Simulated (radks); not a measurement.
# Valence configurations of Dy

An exercise on one series of results from a longer session: the logs are not shown, and one member is left open.

Program: radks (a radial shooting solver on a logarithmic mesh, Libxc functionals) version 1. Level of theory: scalar-relativistic Kohn-Sham, PBEsol, spin-polarised, spherical densities, finite nucleus; open shells are filled with parallel spins first. These are calculated values, not measurements, unless marked.

2 further runs of the same task are left out: 2 that didn't finish.

### Starting point

- element: dysprosium (Z = 66)
- charge: 0
- electrons: 66
- configuration: [Xe] 4f10 6s2
- nuclear rms radius: 5.2218 fm
- others tried: 4f9 6s2 6p1; 4f10 6s1 6p1; 4f10 5d0.5 6s0.5 6p1; 4f10 5d0.5 6s1.5; 4f8 5d2 6s2; 4f9 5d1 6s2; 4f9.5 5d0.5 6s1 6p1

Outer shells as boxes (Hund's rule):

Dy
```
[Xe] core
4f [↑↓][↑↓][↑↓][↑ ][↑ ][↑ ][↑ ]
6s [↑↓]
```

The first run:

Settings of this run:

```text
Z 66
configuration [Xe] 4f10 6s2
relativity scalar-relativistic
functional pbe_sol,pbe_sol
spin polarised
nucleus finite rms 5.2218 fm
c 137.035999084
```

Launch:

```sh
$ python run_ks.py task.json out
```

The same process makes all the runs of this session.

Steps of the session up to this table: [Xe] 4f10 6s2.

One of the session's tables, all rows but one given; the rest of the session is left out.

It belongs to the step «[Xe] 4f10 6s2». Sizes of the orbitals, from the radial functions (bohr):

| level | <r> | outermost maximum (interpolated) | 90 % within | nodes |
| --- | --- | --- | --- | --- |
| 5s up | 1.296 | 1.15 | 1.87 | 4 |
| 5s down | 1.308 | 1.16 | 1.89 | 4 |
| 5p up | 1.537 | 1.32 | 2.27 | 3 |
| 5p down | 1.559 | 1.33 | 2.31 | 3 |
| 4f up | ? | ? | ? | ? |
| 6s up | 4.065 | 3.43 | 6.03 | 5 |
| 6s down | 4.131 | 3.50 | 6.12 | 5 |
| 4f down | 0.9202 | 0.540 | 1.64 | 0 |

**Question.** Estimate the row for 4f up.

As computed: <r>: 0.8627; outermost maximum (interpolated): 0.538; 90 % within: 1.51; nodes: 0. In the column «<r>» it is the lowest.
